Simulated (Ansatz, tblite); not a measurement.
# Ge(vinyl)H3 (C2H6Ge): a ladder of methods and basis sets

The task here is to estimate one member of a computed series from the others.

Computed with Ansatz 0.2.0, Gaussian basis. Level: as each input shows.

The runs, in order: GFN1-xTB, GFN2-xTB, PBE-D4/def2-TZVP, r2SCAN-D4/def2-TZVP, BHLYP-D4/def2-TZVP, ωB97X-V/def2-TZVP, B2PLYP/def2-TZVP, BLYP-D4/def2-TZVP, PBE-QIDH/def2-TZVP, r2SCANh-D4/def2-TZVP, HF/def2-TZVP, PBE-D4/def2-SVP, PBE0-D4/def2-SVP, HF/6-31G, B3LYP-D4/6-31G, PBE0-D4/def2-TZVPD, PBE-D4/def2-TZVPD, r2SCAN-D4/def2-TZVPD, CCSD(T)/def2-TZVPP, MP2/def2-TZVP, RPA/def2-TZVP.

**The structure**

The singlet was relaxed beforehand with PBE0-D4/def2-TZVP.

9 atoms, charge 0, spin multiplicity 1.

Bond lengths: Ge1–C2 1.938 Å, Ge1–H7 1.538 Å, Ge1–H8 1.539 Å, Ge1–H9 1.539 Å, C2–C3 1.327 Å, C2–H4 1.088 Å, C3–H5 1.086 Å, C3–H6 1.087 Å. Angles: C2–Ge1–H7 108.5°, C2–Ge1–H8 110.7°, C2–Ge1–H9 110.5°, H7–Ge1–H8 109.6°, H7–Ge1–H9 109.6°, H8–Ge1–H9 108.0°, Ge1–C2–C3 123.1°, Ge1–C2–H4 118.1°, C3–C2–H4 118.9°, C2–C3–H5 122.0°, C2–C3–H6 121.9°, H5–C3–H6 116.1°.

Geometry (Å):

```xyz
9
charge 0, multiplicity 1
Ge   -0.22233    0.27390   -1.27571
C    -0.38617    0.11820    0.64915
C     0.53879   -0.45245    1.41079
H    -1.28152    0.51748    1.12090
H     1.45042   -0.87094    0.99374
H     0.42846   -0.52660    2.48930
H     1.11074   -0.36169   -1.70382
H    -0.25206    1.75103   -1.70746
H    -1.38632   -0.44895   -1.97689
```

PBE0-D4/def2-TZVP was run before; its log isn't repeated, and its numbers join the tables.

Set-up of the first run:

Tight binding, by tblite at 300 K electronic temperature and without a spin-polarisation term:

```python
tblite.interface.Calculator('GFN1-xTB', numbers, positions, charge=0, uhf=0).singlepoint()
```

Tight binding, by tblite at 300 K electronic temperature and without a spin-polarisation term:

```python
tblite.interface.Calculator('GFN2-xTB', numbers, positions, charge=0, uhf=0).singlepoint()
```

start.molden holds the orbitals of an earlier run on this state, given as this run's starting guess.

in.yaml reads:

```yaml
crystal:
  periodic: [false, false, false]
  atoms:
    - {symbol: Ge, position_ang: [-0.222332, 0.273904, -1.275711]}
    - {symbol: C, position_ang: [-0.386170, 0.118198, 0.649146]}
    - {symbol: C, position_ang: [0.538793, -0.452450, 1.410791]}
    - {symbol: H, position_ang: [-1.281524, 0.517483, 1.120899]}
    - {symbol: H, position_ang: [1.450417, -0.870937, 0.993744]}
    - {symbol: H, position_ang: [0.428460, -0.526603, 2.489302]}
    - {symbol: H, position_ang: [1.110744, -0.361687, -1.703823]}
    - {symbol: H, position_ang: [-0.252056, 1.751027, -1.707464]}
    - {symbol: H, position_ang: [-1.386322, -0.448946, -1.976894]}
basis:
  gaussian: {orbitals: def2-TZVP, initial_orbitals: start.molden}
hamiltonian: {xc: pbe, dispersion: d4}
scf: {omitted_lower_state_checks: [starts]}
output: {forces: true, orbitals: {seedname: orbitals}}
```

Started as:

```console
> ansatz run in.yaml --threads 4 --pin off --events-out ev --progress --plain --max-ram 3916MiB
```

Among the steps run: PBE-D4/def2-TZVP; r2SCAN-D4/def2-TZVP; BHLYP-D4/def2-TZVP; ωB97X-V/def2-TZVP; B2PLYP/def2-TZVP; BLYP-D4/def2-TZVP; PBE-QIDH/def2-TZVP; r2SCANh-D4/def2-TZVP; HF/def2-TZVP; PBE-D4/def2-SVP; PBE0-D4/def2-SVP; HF/6-31G; B3LYP-D4/6-31G; PBE0-D4/def2-TZVPD; PBE-D4/def2-TZVPD; r2SCAN-D4/def2-TZVPD; CCSD(T)/def2-TZVPP; MP2/def2-TZVP; RPA/def2-TZVP.

One table of the session follows, with a row left open; its other results are not shown here.

It belongs to the step «Levels side by side». 

```
               level  HOMO (eV)  gap (eV)
            HF/6-31G     -10.23     14.20
        HF/def2-TZVP          ?         ?
     PBE-D4/def2-SVP      -6.73      5.58
    PBE-D4/def2-TZVP      -6.81      5.50
   PBE-D4/def2-TZVPD      -6.83      5.47
   BLYP-D4/def2-TZVP      -6.65      5.47
 r2SCAN-D4/def2-TZVP      -7.03      5.94
r2SCAN-D4/def2-TZVPD      -7.03      5.91
r2SCANh-D4/def2-TZVP      -7.45      6.73
      B3LYP-D4/6-31G      -7.47      7.46
    PBE0-D4/def2-SVP      -7.89      7.77
   PBE0-D4/def2-TZVP      -7.94      7.64
  PBE0-D4/def2-TZVPD      -7.94      7.59
  BHLYP-D4/def2-TZVP      -8.88      9.71
   ωB97X-V/def2-TZVP     -10.28     12.24
```

Q: Estimate the row for HF/def2-TZVP from the others.

As computed: HOMO (eV): -10.35; gap (eV): 13.82. In the column «HOMO (eV)» it is the lowest.
